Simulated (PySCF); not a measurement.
# C2H6F2GeO: the cost of one run

Programs: PySCF 2.14.0, with density-fitted response routines of our own. Each step states its level of theory. These are calculated values for one molecule in the gas phase, unless marked as measured. Atoms are numbered from 0 throughout.

### Step 1. Starting geometry

12 atoms, charge 0, multiplicity 1; geometry from: PBE0-D3(BJ)/def2-SVP.

Bonds of the start (Å): O0–C1 1.41, C1–C2 1.51, C2–Ge3 1.94, Ge3–F4 1.74, Ge3–F5 1.74, O0–H6 0.96, C1–H7 1.11, C1–H8 1.10, C2–H9 1.10, C2–H10 1.10, Ge3–H11 1.53.

### Step 2. NMR shieldings: PBE0/6-31G*

The job: settings as JSON, then the geometry in Å.

```
{"job": {"kind": "nmr", "xc": "PBE0", "basis": "6-31G*", "pop": true}, "charge": 0, "multiplicity": 1}
O      1.209091     0.420707    -1.071031
C      1.226680     0.148093     0.314615
C      0.052565    -0.773478     0.571115
Ge    -1.457227    -0.019718    -0.385135
F     -2.909690    -0.587399     0.386124
F     -1.460571     1.685221    -0.039812
H      1.737301     1.204252    -1.252736
H      2.181071    -0.319687     0.623883
H      1.098330     1.074017     0.903354
H     -0.200490    -0.858832     1.638114
H      0.242669    -1.786243     0.182365
H     -1.680293    -0.213331    -1.882747
```

Level: GIAO PBE0/6-31G* NMR shielding, non-relativistic, gas phase.

Started as:

```console
> OMP_NUM_THREADS=1 python probes_run.py task.json out
```

This one command runs all jobs of the session in turn.

**Question.** How long does this first job take on 1 thread of Arm Neoverse V1, shared host, and how much memory does it need?

About 14 s, with a peak of 0.62 GiB.
